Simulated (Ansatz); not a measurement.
# CH₄OSiZn: a ladder of functionals and wavefunction methods

The task here is to estimate one member of a computed series from the others.

Program: Ansatz 0.2.0, Gaussian basis. Level of theory: functionals in def2-TZVPP, the program's frozen cores in correlated methods. These are calculated values, not measurements.

Levels to be run: LDA (SPW92), PBE-D4, revPBE-D4, BLYP-D4, r2SCAN-D4, B97M-V, PBE0-D4, B3LYP-D4, r2SCANh-D4, r2SCAN0-D4, HSE06-D4, BHLYP-D4, CAM-B3LYP-D4, LC-ωPBE, ωB97X-V, ωB97M-V, B2PLYP, PBE-QIDH; CCSD(T)/def2-SVP; CCSD(T)/def2-TZVPP; MP2/def2-QZVPP; extrapolation to the limit; RPA on PBE.

### The geometry

An earlier PBE0-D4 in a triple-zeta def2 set relaxation fixed the geometry.

8 atoms, charge 0, spin multiplicity 1.

Atoms are counted from 1 here; the program's logs count them from 0.

Bond lengths: C1–Si2 1.916 Å, C1–Zn4 2.007 Å, C1–H5 1.090 Å, C1–H6 1.090 Å, Si2–O3 1.644 Å, Si2–Zn4 2.487 Å, Si2–H7 1.491 Å, Si2–H8 1.491 Å, O3–Zn4 1.890 Å. Angles: Si2–C1–Zn4 78.7°, Si2–C1–H5 118.0°, Si2–C1–H6 118.0°, Zn4–C1–H5 114.3°, Zn4–C1–H6 114.3°, H5–C1–H6 110.4°, C1–Si2–O3 101.7°, C1–Si2–Zn4 52.3°, C1–Si2–H7 109.8°, C1–Si2–H8 109.8°, O3–Si2–Zn4 49.4°, O3–Si2–H7 113.0°, O3–Si2–H8 113.0°, Zn4–Si2–H7 125.3°, Zn4–Si2–H8 125.3°, H7–Si2–H8 109.3°, Si2–O3–Zn4 89.2°, C1–Zn4–Si2 49.1° and more.

Set-up of the first run:

in.yaml

```yaml
crystal:
  periodic: [false, false, false]
  atoms:
    - {symbol: C, position_ang: [-0.638041, 0.810506, -0.259044]}
    - {symbol: Si, position_ang: [0.496783, -0.525605, 0.515067]}
    - {symbol: O, position_ang: [0.849502, -1.460883, -0.789552]}
    - {symbol: Zn, position_ang: [-0.214815, -0.323424, -1.859449]}
    - {symbol: H, position_ang: [-0.258977, 1.830239, -0.319869]}
    - {symbol: H, position_ang: [-1.690643, 0.812594, 0.022513]}
    - {symbol: H, position_ang: [1.700632, 0.119545, 1.112552]}
    - {symbol: H, position_ang: [-0.244441, -1.262951, 1.577782]}
basis:
  gaussian: {orbitals: def2-TZVPP}
hamiltonian: {xc: lda}
output: {orbitals: {seedname: orbitals}}
```

Run with:

```console
$ ansatz run in.yaml --threads 4 --pin off --events-out ev --progress --plain --max-ram 10444MiB
```

Among the steps run: LDA; PBE-D4 (GGA); revPBE-D4 (GGA); BLYP-D4 (GGA); r2SCAN-D4 (meta-GGA); B97M-V (meta-GGA); PBE0-D4 (hybrid); B3LYP-D4 (hybrid); r2SCANh-D4 (hybrid); r2SCAN0-D4 (hybrid); HSE06-D4 (hybrid); BHLYP-D4 (hybrid); CAM-B3LYP-D4 (range-separated); LC-ωPBE (range-separated); ωB97X-V (range-separated); ωB97M-V (range-separated); B2PLYP (double hybrid); PBE-QIDH (double hybrid).

One table of the session follows, with a row left open; its other results are not shown here.

It belongs to the step «Frontier levels by functional». 

| functional | HOMO (eV) | LUMO (eV) | gap (eV) |
| --- | --- | --- | --- |
| LDA (SPW92) | -6.32 | -3.91 | 2.42 |
| PBE-D4 | -6.09 | -3.68 | 2.40 |
| revPBE-D4 | -6.00 | -3.59 | 2.41 |
| BLYP-D4 | -5.98 | -3.65 | 2.33 |
| r2SCAN-D4 | -6.29 | -3.53 | 2.76 |
| B97M-V | -6.34 | -3.76 | 2.58 |
| PBE0-D4 | -7.23 | -2.92 | 4.31 |
| B3LYP-D4 | -7.07 | -3.21 | 3.85 |
| r2SCANh-D4 | -6.74 | -3.24 | 3.50 |
| r2SCAN0-D4 | -7.37 | -2.82 | 4.55 |
| HSE06-D4 | -6.83 | -3.28 | 3.55 |
| BHLYP-D4 | -8.14 | -2.24 | 5.91 |
| CAM-B3LYP-D4 | ? | ? | ? |
| LC-ωPBE | -9.75 | -0.97 | 8.78 |
| ωB97X-V | -9.42 | -1.07 | 8.34 |
| ωB97M-V | -9.36 | -1.24 | 8.12 |

Q: Estimate the row for CAM-B3LYP-D4 from the others.

**Answer.** HOMO (eV): -8.53; LUMO (eV): -2.10; gap (eV): 6.43. In the column «HOMO (eV)» it lies between ωB97M-V (-9.36) and BHLYP-D4 (-8.14).
